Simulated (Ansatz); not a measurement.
# Na4HF3: the cost of one run

Computed with Ansatz 0.2.0 (DFT PBE, scalar-relativistic, plane waves, PAW, unless a step names another level, unless a step's input says otherwise).

### 1 Starting point

It takes space group Pm-3m (No. 221, cubic). The conventional cell has a = 4.727 Å, b = 4.727 Å, c = 4.727 Å, α = 90.00°, β = 90.00°, γ = 90.00°. Na (site symmetry m-3m) has 6 F at 2.36 Å as nearest neighbours. Na (site symmetry 4/mmm) has 2 H at 2.36 Å and 4 F at 2.36 Å as nearest neighbours. H (site symmetry m-3m) is surrounded by 6 Na at 2.36 Å. Around F (site symmetry 4/mmm) lie 6 Na at 2.36 Å.

As a file:

```
CELL_PARAMETERS angstrom
4.72748 0.00000 0.00000
0.00000 4.72748 0.00000
0.00000 0.00000 4.72748
ATOMIC_POSITIONS crystal
Na 0.00000 0.00000 0.00000
Na 0.50000 0.50000 0.00000
Na 0.50000 0.00000 0.50000
Na 0.00000 0.50000 0.50000
H 0.50000 0.50000 0.50000
F 0.00000 0.00000 0.50000
F 0.00000 0.50000 0.00000
F 0.50000 0.00000 0.00000
```

The cell was relaxed beforehand at this level, from a generated guess; it needn't be the stable form of this composition. At a tolerance of 0.02 Å it has space group Pm-3m (No. 221); it has 13.21 Å³/atom, an uncorrected energy of -2.08 eV/atom over the elements.

### 2 Bands, states and charges

Contents of input.yaml:

```yaml
crystal:
  lattice:
    - [4.7274826703, 0.0, 0.0]
    - [0.0, 4.7274826703, 0.0]
    - [0.0, 0.0, 4.7274826703]
  atoms:
    - { symbol: Na, position: [0.0, 0.0, 0.0] }
    - { symbol: Na, position: [0.5, 0.5, 0.0] }
    - { symbol: Na, position: [0.5, 0.0, 0.5] }
    - { symbol: Na, position: [0.0, 0.5, 0.5] }
    - { symbol: H, position: [0.5, 0.5, 0.5] }
    - { symbol: F, position: [0.0, 0.0, 0.5] }
    - { symbol: F, position: [0.0, 0.5, 0.0] }
    - { symbol: F, position: [0.5, 0.0, 0.0] }
basis:
  ecutwfc: 420
kpoints:
  mp_grid: { grid: [6, 6, 6] }
  band_path:
    path:
      - [[0.0, 0.0, 0.0], [0.0, 0.5, 0.0], [0.5, 0.5, 0.0], [0.0, 0.0, 0.0], [0.5, 0.5, 0.5], [0.0, 0.5, 0.0]]
      - [[0.5, 0.5, 0.5], [0.5, 0.5, 0.0]]
    npoints: 14
hamiltonian:
  xc: pbe
scf:
  occupations: { method: gaussian, width: 0.02 }
  n_extra_bands: 20
output:
  forces: true
  stress: true
  eigenvalues: true
  populations: true
  dos: { projected: true, de: 0.02, nscf_kmesh: { grid: [9, 9, 9] } }
  bader: true
  write_density: true
  write_potential: true
  elf: true
  volumetric_format: npy
```

On the command line:

```sh
ansatz run input.yaml --threads 1 --pin off --max-ram 2048MiB --backend cpu --events-out ev --progress --plain --runs-dir out
```

What time and memory should one allow on 1 thread of Arm Neoverse V1, shared host?

About 51 s, with a peak of 0.46 GiB.
